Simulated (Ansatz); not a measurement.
# AlClFH6NSi: the cost of one run

Program: Ansatz 0.2.0. Level of theory: RKS B3LYP-D4/def2-SVP. These are calculated values, not measurements.

### Step 1. The starting structure

Bond lengths: Al1–F2 2.040 Å, Al1–Cl3 2.230 Å, Al1–H4 1.560 Å, Al1–N5 2.220 Å, N5–H6 1.060 Å, N5–Si7 1.820 Å, Si7–H8 1.460 Å, Si7–H9 1.460 Å, Si7–H10 1.460 Å. Angles (14 of 15 angles, heavy atoms first): F2–Al1–Cl3 120.0°, F2–Al1–N5 71.6°, Cl3–Al1–N5 88.6°, Al1–N5–Si7 120.0°, F2–Al1–H4 120.0°, Cl3–Al1–H4 120.0°, H4–Al1–N5 109.9°, Al1–N5–H6 120.0°, H6–N5–Si7 120.0°, N5–Si7–H8 109.5°, N5–Si7–H9 109.5°, N5–Si7–H10 109.5°, H8–Si7–H9 109.4°, H8–Si7–H10 109.4°.

Structure file:

```xyz
11

Al    0.0000    0.0000    0.0000
F     0.0000    0.0000    2.0400
Cl    1.9312    0.0000   -1.1150
H    -1.3510    0.0000   -0.7800
N     0.4669   -2.0544    0.7000
H    -0.1002   -2.8768    0.3456
Si    1.8235   -2.3265    1.8825
H     2.1664   -3.7453    1.9126
H     2.9913   -1.5529    1.4709
H     1.4025   -1.8999    3.2138
H     0.2736   -1.2039    1.7877
```

### Step 2. Pulling towards end A

Springs on the bonds that form and break draw the guess towards this end; the thresholds are loose.

input.yaml reads:

```yaml
crystal:
  periodic: [false, false, false]
  atoms:
    - { symbol: Al, position_ang: [0.0, 0.0, 0.0] }
    - { symbol: F, position_ang: [0.0, 0.0, 2.04] }
    - { symbol: Cl, position_ang: [1.9312, 0.0, -1.115] }
    - { symbol: H, position_ang: [-1.351, 0.0, -0.78] }
    - { symbol: "N", position_ang: [0.4669, -2.0544, 0.7] }
    - { symbol: H, position_ang: [-0.1002, -2.8768, 0.3456] }
    - { symbol: Si, position_ang: [1.8235, -2.3265, 1.8825] }
    - { symbol: H, position_ang: [2.1664, -3.7453, 1.9126] }
    - { symbol: H, position_ang: [2.9913, -1.5529, 1.4709] }
    - { symbol: H, position_ang: [1.4025, -1.8999, 3.2138] }
    - { symbol: H, position_ang: [0.2736, -1.2039, 1.7877] }
basis:
  gaussian: { orbitals: def2-SVP }
hamiltonian:
  xc: b3lyp
  dispersion: d4
relax:
  f_tol: 0.15
  max_steps: 25
  restrain:
    - { distance: [0, 4], at: 3.12, k: 30.0 }
    - { distance: [10, 1], at: 2.12, k: 30.0 }
    - { distance: [0, 1], at: 1.69, k: 30.0 }
    - { distance: [10, 4], at: 1.06, k: 30.0 }
output:
  orbitals: {}
```

Command:

```sh
> ansatz run input.yaml --threads 4 --pin off --max-ram 5120MiB --backend cpu --events-out ev --progress --plain --runs-dir out
```

**Question.** How long does this run take on 4 threads of Arm Neoverse V1, shared host, and how much memory does it need?

About 35 s, with a peak of 0.27 GiB.
